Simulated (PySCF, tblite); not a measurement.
# C₄H₂BrO₃S radical: geometry, infrared bands and EPR parameters

Aim: predict the infrared bands and EPR parameters of C₄H₂BrO₃S radical (`C#C/[C]=C(/Br)S(=O)(=O)O`).

The runs use tblite 0.8.0 and PySCF 2.14.0, with density-fitted response routines of our own; the level of theory stands in each step. All values are computed, except where a source is named. Atoms are numbered from 0 throughout.

### Step 1. The starting structure

11 atoms, charge 0, multiplicity 2; geometry from: force field or distance geometry start.

Bonds of the start (Å): C0–C1 1.23, C1–C2 1.42, C2–C3 1.33, C3–Br4 1.93, C3–S5 1.76, S5–O6 1.51, S5–O7 1.50, S5–O8 1.66, C0–H9 1.06, O8–H10 1.02.

### Step 2. Optimising the geometry with GFN2-xTB

The job: settings as JSON, then the geometry in Å.

```
{"job": {"kind": "relax", "xc": "GFN2-xTB", "basis": "xTB"}, "charge": 0, "multiplicity": 2}
C      3.375200    -0.736700    -0.299700
C      2.181800    -0.547000    -0.535100
C      0.797400    -0.349600    -0.769100
C      0.027700     0.164100     0.184400
Br     0.739600     0.615800     1.916800
S     -1.674700     0.374100    -0.198000
O     -2.192000     1.479500     0.695600
O     -1.803000     0.747900    -1.643000
O     -2.453100    -1.034100     0.217600
H      4.407900    -0.881600    -0.084400
H     -3.401300    -0.789900     0.488900
```

Started as:

```console
$ OMP_NUM_THREADS=1 python probes_run.py task.json out
```

This one command runs all jobs of the session in turn.

Log:

```text
step      E/eV     max force
  0    -786.20612    5.193
  1    -786.82789    1.999
  2    -786.95137    2.448
  3    -787.05981    2.062
  4    -787.10388    1.023
  5    -787.13920    0.699
  6    -787.18208    0.620
  7    -787.20447    0.549
  8    -787.23003    0.515
  9    -787.26860    0.627
 10    -787.31203    0.515
 11    -787.33401    0.577
 12    -787.35024    0.397
 13    -787.36427    0.412
 14    -787.38058    0.458
 15    -787.39799    0.425
 16    -787.41603    0.474
 17    -787.43548    0.541
 18    -787.45775    0.579
 19    -787.48130    0.520
 20    -787.49903    0.352
 21    -787.50886    0.324
 22    -787.51742    0.438
 23    -787.52891    0.695
 24    -787.54345    0.562
 25    -787.56091    0.474
 26    -787.57922    0.366
 27    -787.58997    0.331
 28    -787.60554    0.441
 29    -787.62219    0.428
 30    -787.63589    0.276
 31    -787.64870    0.248
 32    -787.65597    0.381
 33    -787.66316    0.487
 34    -787.66763    0.364
 35    -787.67146    0.256
 36    -787.67492    0.186
 37    -787.67908    0.198
 38    -787.68368    0.206
 39    -787.68829    0.220
 40    -787.69136    0.157
 41    -787.69249    0.148
 42    -787.69341    0.091
 43    -787.69435    0.105
 44    -787.69718    0.183
 45    -787.69894    0.138
 46    -787.70029    0.125
 47    -787.70117    0.153
 48    -787.70237    0.121
 49    -787.70395    0.177
 50    -787.70568    0.164
 51    -787.70717    0.096
 52    -787.70835    0.086
 53    -787.70952    0.100
 54    -787.71058    0.112
 55    -787.71133    0.098
 56    -787.71166    0.054
 57    -787.71188    0.037
 58    -787.71205    0.041
 59    -787.71219    0.056
 60    -787.71232    0.058
 61    -787.71249    0.041
 62    -787.71274    0.053
 63    -787.71308    0.052
 64    -787.71345    0.068
 65    -787.71386    0.073
 66    -787.71444    0.079
 67    -787.71520    0.105
 68    -787.71584    0.072
 69    -787.71624    0.061
 70    -787.71648    0.045
 71    -787.71671    0.043
 72    -787.71702    0.059
 73    -787.71737    0.059
 74    -787.71764    0.084
 75    -787.71783    0.049
 76    -787.71795    0.053
 77    -787.71806    0.030
 78    -787.71816    0.032
 79    -787.71829    0.042
 80    -787.71845    0.056
 81    -787.71870    0.047
 82    -787.71885    0.031
 83    -787.71891    0.018
 84    -787.71893    0.017
 85    -787.71895    0.014
 86    -787.71899    0.015
 87    -787.71905    0.026
 88    -787.71913    0.034
 89    -787.71925    0.035
 90    -787.71938    0.029
 91    -787.71950    0.034
 92    -787.71962    0.035
 93    -787.71972    0.029
 94    -787.71986    0.028
 95    -787.72004    0.035
 96    -787.72026    0.039
 97    -787.72046    0.040
 98    -787.72065    0.032
 99    -787.72081    0.029
100    -787.72091    0.028
101    -787.72098    0.025
102    -787.72104    0.022
103    -787.72117    0.027
104    -787.72129    0.030
105    -787.72141    0.020
106    -787.72145    0.010
```

It took 0.69 s on 1 thread of Arm Neoverse V2, shared host.

Along the way: (not every step is listed)

```
step  energy from step 0 (eV)  largest force (eV/Å)
   0                   0.0000                5.1931
   1                  -0.6218                1.9990
   2                  -0.7452                2.4476
   3                  -0.8537                2.0616
   4                  -0.8978                1.0230
   5                  -0.9331                0.6993
   6                  -0.9760                0.6204
   7                  -0.9983                0.5493
   8                  -1.0239                0.5151
  17                  -1.2294                0.5409
  26                  -1.3731                0.3664
  35                  -1.4653                0.2561
  44                  -1.4911                0.1829
  53                  -1.5034                0.1004
  62                  -1.5066                0.0527
  71                  -1.5106                0.0426
  80                  -1.5123                0.0562
  89                  -1.5131                0.0354
  98                  -1.5145                0.0320
 101                  -1.5149                0.0255
 102                  -1.5149                0.0224
 103                  -1.5150                0.0272
 104                  -1.5152                0.0302
 105                  -1.5153                0.0205
 106                  -1.5153                0.0099
```

Distances of close pairs at the start and the end, largest changes first:

```
  bond  before (Å)  after (Å)  change (Å)
 C1–C2       1.418      1.320      -0.098
 S5–O6       1.513      1.427      -0.086
 S5–O7       1.498      1.420      -0.078
 C3–S5       1.757      1.820      +0.063
 S5–O8       1.662      1.604      -0.058
 C2–C3       1.329      1.273      -0.056
O8–H10       1.016      0.961      -0.055
C3–Br4       1.927      1.891      -0.036
```

The final coordinates are the input of the step that follows.

### Step 3. Vibrational analysis with GFN2-xTB

The job: settings as JSON, then the geometry in Å.

```
{"job": {"kind": "ir", "xc": "GFN2-xTB", "basis": "xTB"}, "charge": 0, "multiplicity": 2}
C      3.346339    -0.728108    -0.804679
C      2.268564    -0.444542    -0.303629
C      1.135632    -0.142756     0.303458
C     -0.038185     0.143745     0.704874
Br    -0.667062     0.438212     2.463660
S     -1.500590     0.376425    -0.353410
O     -2.131239     1.605356     0.003829
O     -1.132775     0.120922    -1.701033
O     -2.424461    -0.828755     0.162370
H      4.253567    -0.969769    -1.273204
H     -3.104366    -0.528139     0.771800
```

Log:

```text
mode    cm-1     km/mol
  1      35.3      2.60
  2      41.2      1.99
  3     113.4      1.65
  4     122.0      3.25
  5     184.0      2.84
  6     228.6     65.66
  7     260.6      7.34
  8     283.2     18.64
  9     290.7     24.85
 10     329.7     15.82
 11     366.3      9.07
 12     393.7     12.98
 13     411.1     13.81
 14     444.4     67.90
 15     502.1    183.88
 16     522.7    143.45
 17     637.7     20.86
 18     646.4     55.79
 19     744.1    431.36
 20     864.3    165.50
 21    1028.7      4.91
 22    1131.8    359.34
 23    1299.9    397.33
 24    1865.6     45.12
 25    2083.4     26.01
 26    3386.8     62.12
 27    3557.9     74.17
```

It took 0.35 s on 1 thread of Arm Neoverse V2, shared host.

The strongest bands and the atoms that carry them (share of the mass-weighted mode):

```
cm⁻¹  km/mol                               atoms
 444    67.9  O6 25 %, O7 23 %, S5 17 %, O8 17 %
 502   183.9           H9 57 %, C3 11 %, S5 10 %
 523   143.4           H9 28 %, S5 25 %, O7 10 %
 744   431.4           O8 46 %, S5 37 %, C3 11 %
 864   165.5                   H10 80 %, O8 16 %
1132   359.3           O6 42 %, O7 32 %, S5 25 %
1300   397.3           S5 45 %, O7 33 %, O6 22 %
3558    74.2                            H10 94 %
```

### Step 4. g tensor and hyperfine couplings: B3LYP/def2-TZVP-core+pcH-1

Settings changed since step 3:

```diff
@@ -1,2 +1,2 @@
-{"job": {"kind": "ir", "xc": "GFN2-xTB", "basis": "xTB"}, "charge": 0, "multiplicity": 2}
+{"job": {"kind": "epr", "basis": "pcH-1"}, "charge": 0, "multiplicity": 2}
 C      3.346339    -0.728108    -0.804679
```

With the program's defaults for keys left out, this is: UKS B3LYP, def2-TZVP-core on Br, pcH-1 on C H O S, non-relativistic, mean-field spin-orbit, GIAO.

Log:

```text
UKS, coarse grid
  cycle   1  E = -3351.11284483  |g| = 1.85e+00
  cycle   2  E = -3349.98700306  |g| = 2.08e+00
  cycle   3  E = -3351.08330756  |g| = 9.61e-01
  cycle   4  E = -3351.38202964  |g| = 4.29e-01
  cycle   5  E = -3351.46352076  |g| = 1.54e-01
  cycle   6  E = -3351.47289014  |g| = 8.24e-02
  cycle   7  E = -3351.47590854  |g| = 2.07e-02
  cycle   8  E = -3351.47610312  |g| = 7.47e-03
  cycle   9  E = -3351.47613674  |g| = 3.95e-03
  cycle  10  E = -3351.47615637  |g| = 2.10e-03
  cycle  11  E = -3351.47616383  |g| = 1.50e-03
  cycle  12  E = -3351.47616658  |g| = 8.42e-04
UKS, final grid
  cycle   1  E = -3351.47625672  |g| = 1.47e-03
  cycle   2  E = -3351.47625460  |g| = 2.97e-03
  cycle   3  E = -3351.47625784  |g| = 2.79e-04
  cycle   4  E = -3351.47625793  |g| = 1.82e-04
  cycle   5  E = -3351.47625807  |g| = 1.56e-04
  cycle   6  E = -3351.47625810  |g| = 6.92e-05
  cycle   7  E = -3351.47625810  |g| = 3.00e-05
  cycle   8  E = -3351.47625810  |g| = 6.16e-06
E = -3351.47625810 Eh   <S^2> = 0.7749 (exact 0.7500)
g shifts (ppm)      1          2          3
  rmc          -185       -185       -185
  gc             45         45          1
  oz_so      -15437       6716      12366
  total      -15529       6576      12232
hyperfine (MHz)  atom isotope    a_iso     a_fc   dipolar eigenvalues
    0   13C      48.21      48.77    -47.93    -29.54     77.46
    1   13C     -68.63     -68.67    -20.11     -3.01     23.12
    2   13C      63.93      64.62    -60.82    -44.45    105.27
    3   13C     -56.28     -55.87    -14.50      1.99     12.51
    4  79Br      84.81      68.63   -102.55    -84.57    187.11
    5   33S      52.85      52.95     -5.38     -5.11     10.48
    6   17O      -1.93      -1.70     -8.69      4.11      4.58
    7   17O       0.37       0.50     -2.40      0.72      1.68
    8   17O      -5.97      -5.84     -4.56      2.09      2.47
    9    1H     -44.75     -44.62    -19.80     -3.15     22.96
   10    1H      -0.11      -0.12     -1.62     -0.48      2.09
```

Run time: 3.7 min. Hardware: 1 thread of Arm Neoverse V2, shared host; peak memory 1.4 GiB.

Principal g values 1.98679, 2.00890, 2.01455; g(iso) = 2.00341, against 2.00232 for a free electron.

Mean a(iso) over the nuclei that a row names, and the largest dipolar term of the row (other rows stand at the frozen geometry):

```
nuclei  isotope  a(iso) (MHz)  a(iso) (G, at g = 2.0023)  largest dipolar term (MHz)
   Br4     79Br          84.8                       30.3                       187.1
    C1      13C         -68.6                      -24.5                        23.1
    C2      13C          63.9                       22.8                       105.3
    C3      13C         -56.3                      -20.1                       -14.5
    S5      33S          52.8                       18.9                        10.5
    C0      13C          48.2                       17.2                        77.5
    H9       1H         -44.7                      -16.0                        23.0
    O8      17O          -6.0                       -2.1                        -4.6
O6, O7      17O          -0.8                       -0.3                        -8.7
   H10       1H          -0.1                        0.0                         2.1
```

Mulliken spin populations:

```
atom  value (e)
  C0       0.57
  C1      -0.25
  C2       0.67
  C3      -0.14
 Br4       0.10
  S5       0.04
  O6       0.02
  O7       0.00
  O8       0.01
  H9      -0.02
 H10       0.00
```

In first order the couplings over 0.8 MHz of 79Br, 1H give 8 distinct lines over 106.7 G, if the averaged nuclei exchange fast.

The fields below are evaluated on a grid from the run's orbitals.

ELF in a plane through or near 8 of the atoms.

Ten even steps from ' ' (0.00) to '@' (1.00):
```
                                                        
                            ..::..                      
                          ::++**==::                    
                        ..++%%%%##++==..                
                          ++%%**::****--                
                    ..    ::**::**--%%**..              
            ........--++....**--::**%%**..              
          ::++++++++######**++%%++++--                  
        ::==**####**%%----%%==++::                      
      ++@@@@**..%%%%==++==%%++%%**--..                  
      %%@@@@****%%::**%%**====%%::----                  
      ##@@@@%%**##**++--..  ::++::::==                  
      ::%%%%++++++--::    ::**##**==::                  
            ..::::..    ..**%%++##--                    
                        ..++%%%%%%==                    
                          ..++****--                    
                            ..::::                      
                                                        
                                                        
                                                        
```
The map spans 14.2 Å across and 9.8 Å up, centred on the molecule. Atoms in the plane (x, y in Å): C0 (-3.5, -0.1), C1 (-2.3, 0.2), C2 (-1.0, 0.5), C3 (0.2, 0.7), Br4 (1.2, 2.3), S5 (1.4, -0.6), O7 (0.8, -1.9), H9 (-4.5, -0.4).

On the surface of density 0.002 e/bohr³ the electrostatic potential runs, from the 1st to the 99th percentile, from -1.41 V near O7 to 2.74 V near H10.

The spin density lies nearest to C0, C2 about 33 % each; C1 10 % (beta excess); Br4 8 %; C3 7 % (beta excess).

### Step 5. Outcome

| quantity | value |
| --- | --- |
| strongest single infrared mode (GFN2-xTB) | 744 cm⁻¹, 431 km/mol |
| zero-point energy (GFN2-xTB) | 31.1 kcal/mol |
| g(iso) (B3LYP) | 2.00341 |
| ⟨S²⟩ | 0.775 (exact 0.75) |
| largest a(iso) (averaged by class) | 79Br on Br4, 84.8 MHz |
| surface potential, 1st and 99th percentile | -1.41 V and 2.74 V |

**Reading.** Over 106 steps the energy fell by 1.515 eV; of the close pairs, C1–C2 changed most, 1.418 to 1.320 Å. No mode is imaginary among the 27: a minimum at this level. The strongest single mode, at 744 cm⁻¹, moves mainly O8 and S5. GFN2-xTB is a fitted tight-binding method: band positions and strengths are rough. Its intensities can rank the bands wrongly. The largest spin populations lie on C2 (0.67 e), C0 (0.57 e). The isotropic g lies 1.1 ppt above the free-electron value. The hyperfine terms hold no scalar relativity, which the heavier nuclei need.
